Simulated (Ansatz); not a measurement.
# BiTe: the cost of one run

Program: Ansatz 0.2.0. Level of theory: DFT, PBE, plane-wave PAW, default files, scalar-relativistic, as far as a step names no other. These are calculated values, not measurements.

## Step 1: Starting point

Symmetry: P-3m1, No. 164, trigonal system. The conventional cell has a = 4.422 Å, b = 4.422 Å, c = 24.050 Å, α = 90.00°, β = 90.00°, γ = 120.00°. Bi (site symmetry 3m) is surrounded by 6 Te at 3.09 to 3.28 Å. Bi (site symmetry 3m) has 6 Te at 3.07 to 3.21 Å as nearest neighbours. Bi (site symmetry 3m) has 3 Bi at 3.22 Å and 3 Te at 3.45 Å as nearest neighbours. Te (site symmetry 3m) is surrounded by 3 Bi at 3.09 Å. Around Te (site symmetry 3m) lie 6 Bi at 3.21 to 3.28 Å. Te (site symmetry 3m) is surrounded by 6 Bi at 3.07 to 3.45 Å.

Structure file:

```
CELL_PARAMETERS angstrom
4.42200 0.00000 0.00000
-2.21100 3.82956 0.00000
0.00000 0.00000 24.05000
ATOMIC_POSITIONS crystal
Bi 0.00000 0.00000 0.12520
Bi 0.00000 0.00000 0.87480
Bi 0.33333 0.66667 0.29220
Bi 0.66667 0.33333 0.70780
Bi 0.66667 0.33333 0.45930
Bi 0.33333 0.66667 0.54070
Te 0.33333 0.66667 0.05300
Te 0.66667 0.33333 0.94700
Te 0.66667 0.33333 0.21110
Te 0.33333 0.66667 0.78890
Te 0.00000 0.00000 0.36310
Te 0.00000 0.00000 0.63690
```

The earlier run gave: no gap over 0.1 eV on the mesh, largest force 1.257 eV/Å, pressure 1.6 GPa.

Site by site (atoms counted from 1):

| site | atoms | first shell | V_zz (10²¹ V/m²) | η | C_Q (MHz) |
| --- | --- | --- | --- | --- | --- |
| Bi1 | 1, 2 | 6 Te at 3.09–3.28 Å | 1.60 | 0.00 | -19.9 (²⁰⁹Bi) |
| Bi3 | 3, 4 | 6 Te at 3.07–3.21 Å | 2.60 | 0.00 | -32.5 (²⁰⁹Bi) |
| Bi5 | 5, 6 | 3 Bi at 3.22 Å, 3 Te at 3.45 Å | 12.83 | 0.00 | -160 (²⁰⁹Bi) |
| Te7 | 7, 8 | 3 Bi at 3.09 Å, 3 Te at 3.61 Å | 0.038 | 0.00 | – |
| Te9 | 9, 10 | 6 Bi at 3.21–3.28 Å | 8.18 | 0.00 | – |
| Te11 | 11, 12 | 6 Bi at 3.07–3.45 Å | 0.080 | 0.00 | – |

V_zz is the principal component of the electric field gradient with the largest magnitude, η = (V_xx − V_yy)/V_zz and C_Q = eQV_zz/h. Quadrupole moments are those of Pyykkö's year-2017 table. A dash under C_Q marks elements without a common quadrupolar isotope.

## Step 2: Ions relaxed at fixed cell

input.yaml

```yaml
crystal:
  lattice:
    - [4.4219981227, 0.0, 0.0]
    - [-2.2109990613, 3.8295627097, 0.0]
    - [0.0, 0.0, 24.05]
  atoms:
    - { symbol: Bi, position: [0.0, 0.0, 0.1252] }
    - { symbol: Bi, position: [0.0, 0.0, 0.8748] }
    - { symbol: Bi, position: [0.3333333333, 0.6666666667, 0.2922] }
    - { symbol: Bi, position: [0.6666666667, 0.3333333333, 0.7078] }
    - { symbol: Bi, position: [0.6666666667, 0.3333333333, 0.4593] }
    - { symbol: Bi, position: [0.3333333333, 0.6666666667, 0.5407] }
    - { symbol: Te, position: [0.3333333333, 0.6666666667, 0.053] }
    - { symbol: Te, position: [0.6666666667, 0.3333333333, 0.947] }
    - { symbol: Te, position: [0.6666666667, 0.3333333333, 0.2111] }
    - { symbol: Te, position: [0.3333333333, 0.6666666667, 0.7889] }
    - { symbol: Te, position: [0.0, 0.0, 0.3631] }
    - { symbol: Te, position: [0.0, 0.0, 0.6369] }
kpoints:
  mp_grid: { grid: [11, 11, 2] }
scf:
  occupations: { method: fermi_dirac, width: 0.05 }
hamiltonian:
  xc: pbe
  pseudopotentials: { kind: paw }
output:
  forces: true
  stress: true
  populations: true
  efg: { quadrupole_moments_barn: { Bi: -0.516 }, contact_densities: true }
relax:
  f_tol: 0.02
  max_steps: 60
```

Started as:

```
> ansatz run input.yaml --threads 4 --pin off --max-ram 8192MiB --backend cpu --events-out ev --progress --plain --runs-dir out
```

**Question.** How long does this run take on 4 threads of Intel Xeon Platinum 8259CL at 2.50GHz (Skylake/Cascade Lake), shared host, and how much memory does it need?

About 1.8 min, with a peak of 2.1 GiB.
